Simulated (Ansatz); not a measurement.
# GeW (Fm-3m) in Ansatz: a series of runs, part 2 of 2

Ansatz 0.2.0. Earlier steps stand in the parts before.

## Step 4: Relaxation of cell and atoms, LDA

File input.yaml:

```yaml
crystal:
  lattice:
    - [0.0, 2.57761, 2.57761]
    - [2.57761, 0.0, 2.57761]
    - [2.57761, 2.57761, 0.0]
  atoms:
    - { symbol: Ge, position: [0.5, 0.5, 0.5] }
    - { symbol: W, position: [0.0, 0.0, 0.0] }
hamiltonian:
  xc: lda
  pseudopotentials: { kind: paw }
kpoints:
  mp_grid: { grid: [9, 9, 9] }
scf:
  occupations: { method: fermi_dirac, width: 0.05 }
output:
  forces: true
  stress: true
  eigenvalues: true
relax:
  f_tol: 0.01
  max_steps: 40
  cell: { stress_tol: 0.05 }
```

Potentials or basis: Ansatz PAW.

Launch:

```console
$ ansatz run input.yaml --threads 2 --pin off --max-ram 5632MiB --backend cpu --events-out ev --progress --plain --runs-dir out
```

Output:

```text
Warning: RAYON_NUM_THREADS=2 ignored (pool sized by the plan → 2); use --threads N
Engine: ansatz 0.2.0, aarch64-unknown-linux-gnu
Pseudopotentials: kind: paw
Pseudopotential: Ge, paw, valence charge 14, recommended cutoff 420 eV (normal), Ge.paw.azcp
Pseudopotential: W, paw, valence charge 14, recommended cutoff 420 eV (normal), W.paw.azcp
Functional definition: SPW92
  exchange = slater_x
  correlation = pw_c
Crystal: 2 atoms, lattice volume = 34.252 Å³
Basis set: ecut = 420 eV, 645 PW (Γ)
Bands: 18, of which v1, the nominal top of the filled ones, is band 14 counted from 1 (13 counted from 0)
Symmetry: 48 space group operations
Space group: Fm-3m (ITA 225), of the structure as read, at distance tolerance 3.2e-5 Å
k-points: 35 of 729
Non-local potential: Ge, projectors of the file, l = 0: 2, l = 1: 2, l = 2: 3, l = 3: 1
Non-local potential: W, projectors of the file, l = 0: 3, l = 1: 2, l = 2: 2, l = 3: 1
PAW form: soft (Blöchl's): semilocal exchange-correlation on the pseudo side does not see the compensation charge
PAW frozen core: Ge, regenerated for the run's functional, and the local potential with it (the file was generated under x = pbe(κ = 0.804, μ = 0.2195149727645171), c = pbe(β = 0.06672455060314922))
PAW frozen core: W, regenerated for the run's functional, and the local potential with it (the file was generated under x = pbe(κ = 0.804, μ = 0.2195149727645171), c = pbe(β = 0.06672455060314922))
PAW one-centre angular grid: Ge, 590 points (default); XC on 64 Gauss nodes
PAW one-centre angular grid: W, 590 points (default); XC on 64 Gauss nodes
Initial density: superposition of atomic densities (neutral atoms: chi_scale 0, normalization atom), corrected by the library's trained network
Initial wavefunctions: pseudopotential atomic-orbital guess
Functional: x = slater, c = lda
SCF iter   1: F=—  HF=-14343.898001 eV  |F-HF|=—  |Δ(HF+E_count)|=         —  Δρ=5.98e-3  dr2=8.55e-3  ethr=1.77e-3  ⟨swp⟩=5.9  Hψ=3189  notcnv=0
preconditioner: auto → Kerker (q_TF=auto, 2.638 Å⁻¹)  [metal: Δε(μ)=0.049 eV  Ē_g=16.965 eV  σ=0.050 eV  W_gap=0.23  n_scr=14 (ndim 8)  ℏωp=28.4 eV  f_vac=0.000  D(μ)=3.07/eV (n_scr^D=26)]
SCF iter   2: F=—  HF=-14343.895829 eV  |F-HF|=—  |Δ(HF+E_count)|=   2.17e-3  Δρ=2.86e-3  dr2=2.13e-3  ethr=3.05e-5  ⟨swp⟩=2.1  Hψ=1130  notcnv=0
SCF iter   3: F=—  HF=-14343.895419 eV  |F-HF|=—  |Δ(HF+E_count)|=   4.10e-4  Δρ=7.88e-4  dr2=1.64e-4  ethr=7.61e-6  ⟨swp⟩=2.0  Hψ=795  notcnv=0
SCF iter   4: F=—  HF=-14343.895354 eV  |F-HF|=—  |Δ(HF+E_count)|=   6.54e-5  Δρ=3.33e-4  dr2=4.57e-5  ethr=5.85e-7  ⟨swp⟩=2.0  Hψ=816  notcnv=0
SCF iter   5: F=—  HF=-14343.895338 eV  |F-HF|=—  |Δ(HF+E_count)|=   1.56e-5  Δρ=7.59e-5  dr2=1.96e-6  ethr=1.63e-7  ⟨swp⟩=2.0  Hψ=973  notcnv=0
SCF iter   6: F=-14343.895338 eV  HF=-14343.895338 eV  |F-HF|=4.89e-9  |Δ(HF+E_count)|=   7.18e-8  Δρ=1.51e-5  dr2=5.29e-8  ethr=3.57e-10  ⟨swp⟩=2.9  Hψ=2530  notcnv=0
SCF 1 converged in 6 iterations: F = -14343.895338 eV  dr2 = 5.29e-8
relax step   1: F+E_penalty+E_count = -14343.89533817 eV  Δ(F+E_penalty+E_count) = +0.000e0 eV  max|allowed force component| = 1.236e-28 eV/Å  Δτ_max = 0.0000 Å  P = -9.473 GPa  Ω = 34.252 Å³  (6 SCF iters, dr2 threshold 1.00e-7 eV, accepted)
Crystal: 2 atoms, lattice volume = 31.141 Å³
Basis set: ecut = 420 eV, 609 PW (Γ)
Initial density: handed on by an earlier stage of this run
Initial wavefunctions: those handed on with the density
iter 1 solved again at ethr=5.00e-6 eV; its pass at ethr=3.10e-3 eV (dr2=1.40e-3 eV) is discarded
SCF iter   1: F=—  HF=-14343.917519 eV  |F-HF|=—  |Δ(HF+E_count)|=         —  Δρ=2.63e-3  dr2=1.41e-3  ethr=5.00e-6  ⟨swp⟩=1.9  Hψ=4043  notcnv=0
[... 31 lines left out ...]
SCF iter   4: F=-14343.951900 eV  HF=-14343.951900 eV  |F-HF|=0.00e0  |Δ(HF+E_count)|=   2.55e-9  Δρ=8.40e-7  dr2=1.47e-10  ethr=2.39e-11  ⟨swp⟩=2.9  Hψ=2102  notcnv=0
SCF 5 converged in 4 iterations: F = -14343.951900 eV  dr2 = 1.47e-10
relax step   5: F+E_penalty+E_count = -14343.95189971 eV  Δ(F+E_penalty+E_count) = -3.615e-6 eV  max|allowed force component| = 8.677e-30 eV/Å  Δτ_max = 0.0000 Å  P = +0.000 GPa  Ω = 32.445 Å³  energy of the carried Pulay correction = +4.442e-4 eV  (4 SCF iters, dr2 threshold 6.68e-9 eV, accepted)
Initial wavefunctions: pseudopotential atomic-orbital guess (no wavefunctions were taken with the density)
iter 1 solved again at ethr=8.03e-9 eV; its pass at ethr=3.10e-3 eV (dr2=2.25e-6 eV) is discarded
SCF iter   1: F=—  HF=-14343.951467 eV  |F-HF|=—  |Δ(HF+E_count)|=         —  Δρ=6.77e-5  dr2=2.30e-7  ethr=8.03e-9  ⟨swp⟩=3.4  Hψ=4801  notcnv=0
preconditioner: auto → Kerker (q_TF=auto, 2.662 Å⁻¹)  [metal: Δε(μ)=0.020 eV  Ē_g=17.266 eV  σ=0.050 eV  W_gap=0.10  n_scr=14 (ndim 8)  ℏωp=29.2 eV  f_vac=0.000  D(μ)=3.05/eV (n_scr^D=50)]
SCF iter   2: F=—  HF=-14343.951467 eV  |F-HF|=—  |Δ(HF+E_count)|=   1.53e-7  Δρ=4.34e-5  dr2=1.82e-7  ethr=8.22e-10  ⟨swp⟩=2.4  Hψ=1083  notcnv=0
SCF iter   3: F=—  HF=-14343.951467 eV  |F-HF|=—  |Δ(HF+E_count)|=   6.06e-9  Δρ=1.54e-5  dr2=2.36e-8  ethr=6.50e-10  ⟨swp⟩=2.4  Hψ=954  notcnv=0
SCF iter   4: F=—  HF=-14343.951467 eV  |F-HF|=—  |Δ(HF+E_count)|=   1.79e-8  Δρ=2.22e-6  dr2=1.25e-9  ethr=8.44e-11  ⟨swp⟩=2.0  Hψ=805  notcnv=0
SCF iter   5: F=—  HF=-14343.951467 eV  |F-HF|=—  |Δ(HF+E_count)|=  2.84e-10  Δρ=3.53e-7  dr2=3.88e-11  ethr=4.46e-12  ⟨swp⟩=2.0  Hψ=968  notcnv=0
SCF iter   6: F=-14343.951467 eV  HF=-14343.951467 eV  |F-HF|=0.00e0  |Δ(HF+E_count)|=  1.82e-12  Δρ=6.99e-8  dr2=1.09e-12  ethr=1.00e-12  ⟨swp⟩=5.9  Hψ=2725  notcnv=0
SCF 6 converged in 6 iterations: F = -14343.951467 eV  dr2 = 1.09e-12
relax step   6: F+E_penalty+E_count = -14343.95146692 eV  Δ(F+E_penalty+E_count) = +4.328e-4 eV  max|allowed force component| = 1.433e-29 eV/Å  Δτ_max = 0.0000 Å  P = +0.001 GPa  Ω = 32.445 Å³  stress off target by 7.78e-4 GPa  SCF on the basis re-selected at this cell (its energy is not comparable with the rows above)  (6 SCF iters)
basis re-selected at this cell: Δ(F+E_penalty+E_count) = +4.328e-4 eV, ΔP = +0.001 GPa vs the last step (what re-selecting the basis moved, of the pressure what is left beyond the Pulay correction that the steps carried, after the strain that the cell walked since its last selection, with what the two solves' SCF thresholds leave and, on support functions, any second-order correction that the steps lacked; it is no measure of the basis error at this ecutwfc). The dense FFT grid was sized anew with the basis: this SCF ran on 24×24×24 points, the steps before it on 25×25×25, so part of this shift can come from that change (see relax.cell in the input reference). This SCF's stress stands 7.78e-4 GPa from its target on what of the cell is left free (relax.cell.stress_tol is 5.00e-2 GPa) and its largest allowed force component is 1.43e-29 eV/Å (relax.f_tol is 1.00e-2 eV/Å): within both
SCF converged after 6 iterations
Free energy (F): -14343.951467 eV
Harris-Foulkes:  -14343.951467 eV  (|F-HF|=0.00e0)
Internal energy: -14343.927844 eV  (E = F + TS)
E sigma→0 (E₀):  -14343.939655 eV
Entropy (-TS):   -0.023623 eV (-11.812 meV/atom)
Fermi energy:    17.356547 eV
--- Per-component energies (eV) ---
  E_band       = -184.545797
  E_kinetic    = 566.378910
  E_local      = -2746.500635  (includes V_loc(G=0)·N_el)
  E_nonlocal   = 431.447238
  E_hartree    = 1159.602551
  E_xc         = -341.209609
  E_vxc        = -305.350701  (∫ρ·V_xc dr)
  E_paw        = -10252.540552  (= ΣΔE_a)
  E_vpaw       = -449.725991  (= ΣTr[D̂ρ^β])
  E_aug_tail   = 0.000256  (compensation charges beyond the density's cutoff)
  E_ewald      = -3163.297480
  E_core_change = 2.191479  (= ΣΔE_core)
  E_smearing   = -0.023623  (= −TS)
  E_closure    = 0.000000  (closes the sum)
  Σ components = -14343.951467   (vs F -14343.951467, Δ=0.00e0)
--- Forces (eV/Å), atoms counted from 1 ---
  atom   1  Ge     0.00000000    -0.00000000     0.00000000
  atom   2  W     -0.00000000     0.00000000     0.00000000
  max |Σ_I F_I| component: 2.60e-29 eV/Å
--- Stress (GPa, compression-positive) ---
        0.000778      -0.000000      -0.000000
       -0.000000       0.000778       0.000000
       -0.000000       0.000000       0.000778
  P = ⅓ Tr σ = 0.0008 GPa (0.008 kbar)
--- Band table (eV; the first three rows and the last of 35) ---
  k-point 0: bands = ["-56.9785", "-21.2022", "-21.2022", "-21.2022", "-7.2256", "-7.2256", "-7.1543", "-7.1543", "-7.1543", "4.6334", "15.6152", "15.6152", "15.6152", "16.4580", "16.4580", "19.9005", "19.9005", "19.9005"]
  k-point 1: bands = ["-56.9779", "-21.2177", "-21.2051", "-21.2051", "-7.2199", "-7.2199", "-7.1529", "-7.1519", "-7.1519", "4.8896", "15.1459", "15.5115", "15.5115", "16.1199", "16.1199", "19.3430", "20.8218", "20.8218"]
  k-point 2: bands = ["-56.9766", "-21.2569", "-21.2123", "-21.2123", "-7.2053", "-7.2053", "-7.1492", "-7.1460", "-7.1460", "5.6334", "13.8557", "14.6469", "14.6469", "16.4913", "16.4913", "18.6644", "22.6621", "22.6621"]
  k-point 34: bands = ["-56.9727", "-21.2924", "-21.2762", "-21.2525", "-7.2145", "-7.1858", "-7.1464", "-7.1383", "-7.1229", "7.9902", "12.5170", "13.1798", "13.6831", "17.9549", "17.9738", "19.0206", "19.0272", "21.1098"]
--- Relaxed structure (5 steps of the walk, 5 accepted, 1 SCFs on fresh bases) ---
  F+E_penalty+E_count = -14343.95146692 eV   max|allowed force component| = 1.433e-29 eV/Å   (the final SCF, on the basis selected at the relaxed cell)
  cell:  # Å, volume = 32.4450 Å³
    - [1.2228892878949416e-33, 2.5314695513188603, 2.5314695513188603]
    - [2.5314695513188603, 2.445778575789883e-33, 2.5314695513188603]
    - [2.5314695513188603, 2.5314695513188603, 1.2228892878949416e-33]
  atoms:
    - { symbol: Ge, position: [0.5, 0.5, 0.5] }
    - { symbol: W, position: [3.3872007070719076e-33, -2.3909652049919504e-33, -1.5939768033279893e-33] }
```

Wall time 3.6 s (2 threads of Arm Neoverse V2, shared host); peak memory 0.31 GiB.

What came out:

```
Free energy                            : -14343.9515 eV
Relaxed volume                         : 16.22 Å³/atom
Relaxed cell                           : a = 3.580 Å, b = 3.580 Å, c = 3.580 Å, α = 60.00°, β = 60.00°, γ = 60.00°
Space group after relaxing (to 0.05 Å) : Fm-3m (No. 225)
Energy gained by relaxing              : 28.1 meV/atom
Ionic steps                            : 6
Pressure after relaxing                : 0.0 GPa
Band gap on the k mesh                 : none (metal or under the smearing width)
```

Step by step:
```tsv
step	energy change (eV)	largest force (eV/Å)	volume (Å³)
1	0.0000	0.0000	34.25
2	-0.0222	0.0000	31.14
3	-0.0562	0.0000	32.57
4	-0.0566	0.0000	32.45
5	-0.0566	0.0000	32.45
6	-0.0561	0.0000	32.45
```

Final structure:
```
CELL_PARAMETERS angstrom
0.00000 2.53147 2.53147
2.53147 0.00000 2.53147
2.53147 2.53147 0.00000
ATOMIC_POSITIONS crystal
Ge 0.50000 0.50000 0.50000
W 0.00000 0.00000 0.00000
```

Levels at points of the mesh, in eV from the Fermi level:
| k point | band 10 | band 11 | band 12 | band 13 | band 14 | band 15 | band 16 | band 17 | band 18 |
| --- | --- | --- | --- | --- | --- | --- | --- | --- | --- |
| (0.00, 0.00, 0.00) | -12.72 | -1.74 | -1.74 | -1.74 | -0.90 | -0.90 | 2.54 | 2.54 | 2.54 |

Caveat: the plane-wave basis is chosen anew once the cell has moved, so the energies of steps on either side of that aren't comparable; the PAW data sets come from PBE, with cores solved anew for the run's functional, which leaves a small shift of forces and pressure. The run has no spin-orbit coupling, so splittings on W are missing.

## Step 5: Relaxation of cell and atoms, PBEsol

Edit input.yaml of step 4 so:

```diff
@@ -9,3 +9,3 @@
 hamiltonian:
-  xc: lda
+  xc: pbesol
   pseudopotentials: { kind: paw }
@@ -19,2 +19,6 @@
   eigenvalues: true
+  write_density: true
+  write_potential: true
+  elf: true
+  volumetric_format: npy
 relax:
```

Launch:

```console
$ ansatz run input.yaml --threads 2 --pin off --max-ram 5632MiB --backend cpu --events-out ev --progress --plain --runs-dir out
```

Run time: 3.3 s. Hardware: 2 threads of Arm Neoverse V2, shared host; peak memory 0.32 GiB.

It converged, with:

```
Free energy                            : -14508.3992 eV
Relaxed volume                         : 16.57 Å³/atom
Relaxed cell                           : a = 3.606 Å, b = 3.606 Å, c = 3.606 Å, α = 60.00°, β = 60.00°, γ = 60.00°
Space group after relaxing (to 0.05 Å) : Fm-3m (No. 225)
Energy gained by relaxing              : 10.3 meV/atom
Ionic steps                            : 5
Pressure after relaxing                : 0.0 GPa
Band gap on the k mesh                 : none (metal or under the smearing width)
```

The path:
```
step  energy change (eV)  largest force (eV/Å)  volume (Å³)
   1              0.0000                0.0000        34.25
   2             -0.0091                0.0000        32.34
   3             -0.0208                0.0000        33.19
   4             -0.0208                0.0000        33.14
   5             -0.0205                0.0000        33.14
```

Final structure:
```
CELL_PARAMETERS angstrom
0.00000 2.54954 2.54954
2.54954 0.00000 2.54954
2.54954 2.54954 0.00000
ATOMIC_POSITIONS crystal
Ge 0.50000 0.50000 0.50000
W 0.00000 0.00000 0.00000
```

Levels at points of the mesh, in eV from the Fermi level:
```tsv
k point	band 11	band 12	band 13	band 14	band 15	band 16	band 17	band 18
(0.00, 0.00, 0.00)	-1.70	-1.70	-1.70	-0.89	-0.89	2.51	2.51	2.51
```

Caveat: the plane-wave basis is chosen anew once the cell has moved, so the energies of steps on either side of that aren't comparable; the PAW data sets come from PBE, with cores solved anew for the run's functional, which leaves a small shift of forces and pressure. The run has no spin-orbit coupling, so splittings on W are missing.

## Step 6: The runs side by side

| task | level | cell | smearing | gap on the mesh (eV) | pressure (GPa) | relaxed volume (Å³/atom) |
| --- | --- | --- | --- | --- | --- | --- |
| single point | PBE | as given | gaussian 0.011 eV | none | 0.2 | - |
| relaxation of cell and atoms | PBE | relaxed | fermi-dirac 0.05 eV | none | 0.0 | 17.15 |
| relaxation of cell and atoms | LDA | relaxed | fermi-dirac 0.05 eV | none | 0.0 | 16.22 |
| relaxation of cell and atoms | PBEsol | relaxed | fermi-dirac 0.05 eV | none | 0.0 | 16.57 |

Alike in all rows: potentials or basis Ansatz PAW; no spin polarisation; k mesh 9 × 9 × 9; cutoff (eV) 420.

Caveats: the plane-wave basis is chosen anew once the cell has moved, so the energies of steps on either side of that aren't comparable (some runs); the PAW data sets come from PBE, with cores solved anew for the run's functional, which leaves a small shift of forces and pressure (some runs).

Absolute energies hang on the potentials; compare differences alone.
